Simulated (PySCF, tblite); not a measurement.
# C₄H₅ClF₂O: dynamics, then NMR shifts on frames

How do NMR shifts of C₄H₅ClF₂O (`C=C(F)OC[C@H](F)Cl`) change as the atoms move?

Computed with tblite 0.8.0 and PySCF 2.14.0, with density-fitted response routines of our own, on a single molecule in the gas phase. Atoms are numbered from 0 throughout.

## 1. Starting geometry

13 atoms, charge 0, multiplicity 1; geometry from: GFN2-xTB.

Bonds of the start (Å): C0–C1 1.32, C1–F2 1.35, C1–O3 1.34, O3–C4 1.41, C4–C5 1.53, C5–F6 1.36, C5–Cl7 1.78, C0–H8 1.07, C0–H9 1.07, C4–H10 1.10, C4–H11 1.09, C5–H12 1.10.

## 2. A short Langevin run with GFN2-xTB

Job settings and geometry (Å):

```
{"job": {"kind": "md", "xc": "GFN2-xTB", "basis": "xTB", "temperature": 300, "steps": 2000, "every": 50, "frames": 5}, "charge": 0, "multiplicity": 1}
C     -2.484272     0.161900     0.530534
C     -1.319018    -0.160510     0.003458
F     -0.930033    -1.453980    -0.079525
O     -0.435018     0.715117    -0.506566
C      0.848466     0.253304    -0.862210
C      1.703686    -0.063131     0.367042
F      1.990257     1.075247     1.046767
Cl     3.234440    -0.807341    -0.156860
H     -2.780099     1.189024     0.596167
H     -3.147770    -0.599891     0.888008
H      0.797405    -0.638085    -1.497366
H      1.305516     1.076774    -1.415147
H      1.212052    -0.747941     1.067969
```

With the program's defaults for keys left out, this is: GFN2-xTB Langevin dynamics, gas phase.

Command:

```
$ OMP_NUM_THREADS=1 python probes_run.py task.json out
```

The driver reads the jobs from task.json and runs them one after another.

The program printed:

```text
t/fs     T/K      E/eV
    0.0   250.0   -793.62273
   25.0   207.5   -793.32211
   50.0   244.3   -793.21523
   75.0   317.4   -793.32839
  100.0   290.0   -793.39283
  125.0   273.3   -793.31301
  150.0   165.4   -793.32971
  175.0   227.6   -793.35570
  200.0   253.1   -793.43822
  225.0   253.2   -793.37739
  250.0   324.2   -793.40280
  275.0   274.6   -793.33350
  300.0   266.6   -793.29394
  325.0   286.7   -793.32788
  350.0   311.5   -793.28059
  375.0   292.7   -793.27524
  400.0   293.9   -793.22759
  425.0   294.0   -793.13150
  450.0   349.3   -793.30002
  475.0   319.9   -793.28494
  500.0   385.4   -793.26887
  525.0   282.3   -793.18775
  550.0   239.8   -793.11839
  575.0   267.8   -793.24664
  600.0   350.2   -793.26839
  625.0   255.4   -793.18716
  650.0   302.0   -793.20021
  675.0   222.5   -793.15909
  700.0   207.7   -793.13067
  725.0   290.2   -793.21928
  750.0   257.3   -793.26257
  775.0   313.6   -793.23719
  800.0   378.0   -793.18773
  825.0   208.7   -792.95685
  850.0   342.4   -793.14890
  875.0   319.3   -793.13885
  900.0   280.3   -793.14600
  925.0   401.0   -793.19229
  950.0   290.4   -793.07533
  975.0   275.5   -793.24875
 1000.0   367.1   -793.15621
```

It took 9 s on 1 thread of Arm Neoverse V2, shared host; peak memory 0.18 GiB.

Distance from the start (root mean square after alignment): 0 fs 0.00 Å, 200 fs 0.17 Å, 400 fs 0.15 Å, 600 fs 0.29 Å, 800 fs 0.43 Å, 1000 fs 0.31 Å.

Positions (Å) and forces (eV/Å) at 1000 fs:

```xyz
13

C    -2.725   -0.588    2.480    1.049    0.490   -2.057
C    -2.148   -0.869    1.304    0.038   -1.446    1.174
F    -1.884   -2.234    1.061   -0.417    1.153   -0.013
O    -1.695   -0.082    0.315   -1.196    0.328    1.682
C    -0.613   -0.500   -0.413    0.713    0.900   -2.069
C     0.704   -0.522    0.331    0.301   -0.653    0.789
F     1.355    0.645    0.406    0.158    0.729   -0.552
Cl    1.899   -1.751   -0.343   -0.811    0.592    0.370
H    -2.834    0.387    2.836   -0.079    1.444   -0.140
H    -3.147   -1.248    3.154   -0.315   -1.641    0.561
H    -0.777   -1.467   -0.850   -0.070   -0.783   -0.262
H    -0.602    0.246   -1.244    0.348   -0.399    0.311
H     0.453   -0.717    1.381    0.281   -0.714    0.207
```

## 3. Nuclear shieldings: 250 fs, PBE0/pcSseg-1

Job settings and geometry (Å):

```
{"job": {"kind": "nmr", "xc": "PBE0", "basis": "pcSseg-1", "pop": false}, "charge": 0, "multiplicity": 1}
C     -2.704800     0.297900     0.967200
C     -1.626000    -0.061700     0.365000
F     -1.485200    -1.390800    -0.011100
O     -0.575900     0.686700     0.015100
C      0.510000     0.165000    -0.769100
C      1.492600    -0.431600     0.254400
F      2.057300     0.532300     1.061900
Cl     2.822600    -1.354300    -0.507800
H     -2.792300     1.275000     1.386400
H     -3.551000    -0.333800     1.139300
H      0.119900    -0.610800    -1.414400
H      0.943800     1.032100    -1.274900
H      0.975700    -1.095700     0.964400
```

With the program's defaults for keys left out, this is: GIAO PBE0/pcSseg-1 NMR shielding, non-relativistic, gas phase.

The program printed:

```text
coarse grid: 12328 points
cycle   1  E = -889.6162850972  dE =  1.148e+00  |g| = 8.722e-01  |ddm| = 3.189e+00
cycle   2  E = -889.4581562441  dE =  1.581e-01  |g| = 1.293e+00  |ddm| = 1.268e+00
cycle   3  E = -889.7555179170  dE = -2.974e-01  |g| = 9.004e-02  |ddm| = 8.004e-01
cycle   4  E = -889.7567783144  dE = -1.260e-03  |g| = 4.765e-02  |ddm| = 9.384e-02
cycle   5  E = -889.7571202256  dE = -3.419e-04  |g| = 1.215e-02  |ddm| = 3.228e-02
cycle   6  E = -889.7571454186  dE = -2.519e-05  |g| = 3.586e-03  |ddm| = 9.103e-03
cycle   7  E = -889.7571478548  dE = -2.436e-06  |g| = 1.200e-03  |ddm| = 2.964e-03
final grid: 117856 points
cycle   8  E = -889.8291809063  dE = -4.226e-05  |g| = 1.213e-02  |ddm| = 2.796e-02
cycle   9  E = -889.8291456811  dE =  3.523e-05  |g| = 1.865e-02  |ddm| = 1.691e-02
cycle  10  E = -889.8292070122  dE = -6.133e-05  |g| = 1.443e-03  |ddm| = 1.082e-02
cycle  11  E = -889.8292074230  dE = -4.107e-07  |g| = 5.103e-04  |ddm| = 1.477e-03
cycle  12  E = -889.8292074721  dE = -4.911e-08  |g| = 1.429e-04  |ddm| = 4.396e-04
cycle  13  E = -889.8292074756  dE = -3.557e-09  |g| = 3.083e-05  |ddm| = 9.663e-05
cycle  14  E = -889.8292074758  dE = -1.637e-10  |g| = 1.100e-05  |ddm| = 2.548e-05
converged SCF energy = -889.8292074758

GIAO shielding tensors (ppm)
atom      isotropic    diamagn.    paramagn.     s11        s22        s33       span
  0 C      124.763     253.002    -128.239     59.723    142.855    171.711    111.988
  1 C       19.641     251.650    -232.009    -73.175     50.036     82.062    155.236
  2 F      259.263     477.761    -218.497    179.408    264.832    333.550    154.142
  3 O      213.033     397.769    -184.737    171.365    224.341    243.392     72.027
  4 C      111.204     246.214    -135.010     83.272    104.599    145.740     62.468
  5 C       73.778     242.948    -169.170     38.086     78.518    104.730     66.644
  6 F      321.700     472.453    -150.753    261.630    331.562    371.908    110.278
  7 Cl     725.982    1144.786    -418.804    429.381    718.042   1030.521    601.139
  8 H       28.410      29.827      -1.417     25.222     27.174     32.834      7.612
  9 H       27.855      28.298      -0.443     24.990     26.414     32.161      7.172
 10 H       27.081      29.942      -2.861     22.975     28.188     30.081      7.106
 11 H       27.120      28.283      -1.163     22.715     27.839     30.806      8.091
 12 H       25.126      28.876      -3.750     22.491     24.328     28.558      6.067
```

It took 14 s on 1 thread of Arm Neoverse V2, shared host; peak memory 0.75 GiB.

Shifts follow as δ = σ(reference) − σ, with reference shieldings (ppm) from runs at the same level and on the same kind of geometry: 1H TMS 31.72, 13C TMS 186.9, 19F CFCl3 170.9, 17O H2O 336.1, 35Cl HCl 950. The references are single molecules in the gas phase, so shifts against H2O, NH3, PH3, H3PO4 or CFCl3 are not on the usual liquid scales and can be off by tens of ppm. Each atom is listed at this fixed geometry, with no averaging over motion; a spectrum would average atoms that exchange fast.

```
atoms                                                  environment  σ (ppm)  δ (ppm)
   C1                                 alkene carbon bearing oxygen     19.6    167.3
   C5                                    sp3 CH bonded to Cl and F     73.8    113.1
   C4                                          sp3 CH2 bonded to O    111.2     75.7
   C0                β carbon of an enol-ether or enamine type C=C    124.8     62.2
  H12                     hydrogen on an sp3 CH bonded to Cl and F    25.13     6.59
  H10                           hydrogen on an sp3 CH2 bonded to O    27.08     4.64
  H11                           hydrogen on an sp3 CH2 bonded to O    27.12     4.60
   H9  hydrogen on a β carbon of an enol-ether or enamine type C=C    27.85     3.86
   H8  hydrogen on a β carbon of an enol-ether or enamine type C=C    28.41     3.31
   F2                                             vinylic fluorine    259.3    -88.3
   F6                                    fluorine on an sp3 carbon    321.7   -150.8
   O3                                                 ether oxygen    213.0    123.0
  Cl7                                         chlorine bonded to C      726      224
```

## 4. Nuclear shieldings: 425 fs, PBE0/pcSseg-1

Job settings and geometry (Å):

```
{"job": {"kind": "nmr", "xc": "PBE0", "basis": "pcSseg-1", "pop": false}, "charge": 0, "multiplicity": 1}
C     -2.617600     0.203400     1.809000
C     -1.714600    -0.193800     0.926800
F     -1.809000    -1.409100     0.333500
O     -0.733500     0.594200     0.472400
C      0.100600    -0.005900    -0.510800
C      1.226900    -0.838200     0.233500
F      1.978400     0.146400     0.879800
Cl     2.087900    -1.981500    -0.753000
H     -2.674800     1.248200     2.165400
H     -3.410700    -0.531500     2.003900
H     -0.449600    -0.555900    -1.219800
H      0.656000     0.731800    -1.111000
H      0.726900    -1.427600     1.121700
```

Level: GIAO PBE0/pcSseg-1 NMR shielding, non-relativistic, gas phase.

The program printed:

```text
coarse grid: 12328 points
cycle   1  E = -889.6081205374  dE =  1.108e+00  |g| = 8.655e-01  |ddm| = 3.184e+00
cycle   2  E = -889.4294990104  dE =  1.786e-01  |g| = 1.326e+00  |ddm| = 1.266e+00
cycle   3  E = -889.7452994707  dE = -3.158e-01  |g| = 9.836e-02  |ddm| = 8.277e-01
cycle   4  E = -889.7467122408  dE = -1.413e-03  |g| = 5.452e-02  |ddm| = 1.041e-01
cycle   5  E = -889.7471603016  dE = -4.481e-04  |g| = 1.187e-02  |ddm| = 3.582e-02
cycle   6  E = -889.7471853758  dE = -2.507e-05  |g| = 4.200e-03  |ddm| = 1.007e-02
cycle   7  E = -889.7471890660  dE = -3.690e-06  |g| = 1.335e-03  |ddm| = 3.570e-03
final grid: 117856 points
cycle   8  E = -889.8185859169  dE = -3.695e-05  |g| = 1.167e-02  |ddm| = 2.452e-02
cycle   9  E = -889.8185511814  dE =  3.474e-05  |g| = 1.822e-02  |ddm| = 1.675e-02
cycle  10  E = -889.8186100494  dE = -5.887e-05  |g| = 1.376e-03  |ddm| = 1.073e-02
cycle  11  E = -889.8186104241  dE = -3.747e-07  |g| = 4.956e-04  |ddm| = 1.446e-03
cycle  12  E = -889.8186104731  dE = -4.900e-08  |g| = 1.328e-04  |ddm| = 4.339e-04
cycle  13  E = -889.8186104765  dE = -3.341e-09  |g| = 3.691e-05  |ddm| = 1.017e-04
cycle  14  E = -889.8186104767  dE = -2.515e-10  |g| = 1.303e-05  |ddm| = 3.029e-05
converged SCF energy = -889.8186104767

GIAO shielding tensors (ppm)
atom      isotropic    diamagn.    paramagn.     s11        s22        s33       span
  0 C      114.566     253.227    -138.661     39.906    142.758    161.035    121.130
  1 C       13.835     252.357    -238.522    -91.658     54.639     78.523    170.182
  2 F      262.967     476.787    -213.820    202.669    276.365    309.866    107.197
  3 O      207.053     396.281    -189.228    149.666    226.586    244.905     95.239
  4 C      109.785     245.885    -136.100     84.899     97.321    147.135     62.235
  5 C       70.182     245.526    -175.344     35.487     69.117    105.942     70.455
  6 F      311.877     473.652    -161.774    263.748    319.725    352.159     88.410
  7 Cl     748.587    1145.284    -396.697    516.927    718.700   1010.134    493.206
  8 H       26.788      28.402      -1.614     24.084     25.242     31.036      6.952
  9 H       27.191      26.761       0.430     24.391     25.503     31.678      7.287
 10 H       28.100      31.777      -3.676     24.603     28.793     30.906      6.303
 11 H       27.406      29.130      -1.724     23.946     27.844     30.428      6.482
 12 H       24.102      27.427      -3.325     21.305     23.604     27.397      6.092
```

Run time: 14 s. Hardware: 1 thread of Arm Neoverse V2, shared host; peak memory 0.86 GiB.

In short: δ C1 173.1, C5 116.7, C4 77.1, C0 72.4, H12 7.61, H8 4.93 ppm.

(Part 1 of 2 ends here.)
